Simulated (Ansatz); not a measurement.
# GeH3P: the cost of one run

The runs use Ansatz 0.2.0, Gaussian basis; cc-pVDZ, all electrons in the functionals, frozen cores in the correlation of double hybrids and RPA.

To be run: wB97M-V, B2PLYP, PBE-QIDH, RPA-PBE, at charge 0, triplet; charge 0, singlet; charge 0, quintet; charge 1, doublet; charge 1, quartet; displaced geometry v1; displaced geometry v2 (not every functional at every point).

29 further runs of the same task are left out: 2 for a known fault of the program, 16 that didn't finish, 11 set aside as unsound or not needed.

## (1) What is computed

The geometry is a PBE0/def2-TZVP stationary point (not a proven minimum). No spin-orbit coupling is included. The filled d shell of Ge may be among the frozen orbitals whatever the setting's name suggests; the logs give the count.

5 atoms, charge 0, spin multiplicity 3.

Atoms are counted from 1 here; the program's logs count them from 0.

Bond lengths: Ge1–P2 2.312 Å, Ge1–H3 1.539 Å, Ge1–H4 1.539 Å, Ge1–H5 1.539 Å. Angles: P2–Ge1–H3 110.1°, P2–Ge1–H4 110.1°, P2–Ge1–H5 110.1°, H3–Ge1–H4 108.8°, H3–Ge1–H5 108.8°, H4–Ge1–H5 108.8°.

No dispersion term is added; wB97M-V holds VV10 nonlocal correlation.

The geometry shown and the zero of energy belong to the point charge 0, triplet. The yardstick, UCCSDT(Q), and other wave-function levels (R restricted, U unrestricted, valence and pair active spaces) come from earlier runs.

## (2) wB97M-V, charge 0, triplet

File in.yaml:

```yaml
crystal:
  periodic: [false, false, false]
  atoms:
    - {symbol: Ge, position_ang: [-0.656484, -0.004808, 0.000881]}
    - {symbol: P, position_ang: [1.655316, 0.012124, -0.002222]}
    - {symbol: H, position_ang: [-1.195968, 1.436850, 0.003923]}
    - {symbol: H, position_ang: [-1.178396, -0.733455, 1.252326]}
    - {symbol: H, position_ang: [-1.181787, -0.729442, -1.251475]}
basis:
  gaussian: {orbitals: cc-pVDZ}
magnetization: {spin_polarized: true, initial_magnetization: 2}
hamiltonian: {xc: {name: wB97M-V}}
output: {orbitals: {seedname: orbitals}}
```

Command:

```console
$ ansatz run in.yaml --threads 1 --pin off --events-out ev --progress --plain --max-ram 2393MiB
```

Q: Estimate wall time and peak memory on 1 thread of Intel Xeon at 2.50GHz, shared host.

About 18 s, with a peak of 0.27 GiB.
